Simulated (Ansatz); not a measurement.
BPd4:

```
CELL_PARAMETERS angstrom
2.89203 0.00000 0.00000
0.00000 4.36501 0.00000
0.00000 0.00000 5.85632
ATOMIC_POSITIONS crystal
Pd 0.50000 0.00000 0.19758
Pd 0.00000 0.00000 0.61947
Pd 0.00000 0.50000 0.32916
Pd 0.50000 0.50000 0.86756
B 0.50000 0.00000 0.86323
```

The cell comes from a database or a generator and needn't be the stable form of this composition.

```yaml
Program: Ansatz 0.2.0
Task: single point
Functional: PBEsol
Potentials_or_basis: Ansatz PAW
Cutoff: "420 eV (not typed: the program's choice for these potentials)"
k_mesh: 9 × 6 × 5
Occupations: fermi-dirac, width 0.05 eV
Spin: no spin polarisation
```

On this cell: pressure -8.5 GPa; largest force 0.198 eV/Å; band gap on the k mesh none (metal or under the smearing width).

The same run follows on a disturbed copy (atoms moved at random, drawn with an rms of 0.05 Å):

```
Pd B
1.0
     2.89203    0.00000    0.00000
     0.00000    4.36501    0.00000
     0.00000    0.00000    5.85632
Pd B
4 1
Direct
  0.49979 0.99867 0.19797
  0.00724 0.98371 0.60567
  0.00089 0.51860 0.32294
  0.50202 0.50343 0.86453
  0.49726 0.99461 0.86533
```

Question: What does the disturbed cell give?

Answer: The energy (extrapolated to zero smearing) moves by +25.3 meV/atom; pressure -8.5 GPa; largest force 1.329 eV/Å; band gap on the k mesh none (metal or under the smearing width).

Forces in eV/Å, atoms in the order of the input:
```
Pd   0.030  0.715 -0.404
Pd  -0.098  0.620  1.172
Pd  -0.021 -1.155 -0.180
Pd   0.014 -0.309  0.112
B    0.075  0.128 -0.699
```

Stress tensor (GPa, compression positive):
```
-10.17   0.02   0.29
  0.02  -6.95   0.37
  0.29   0.37  -8.35
```

Caveats: the PAW data sets come from PBE, with cores solved anew for the run's functional, which leaves a small shift of forces and pressure.
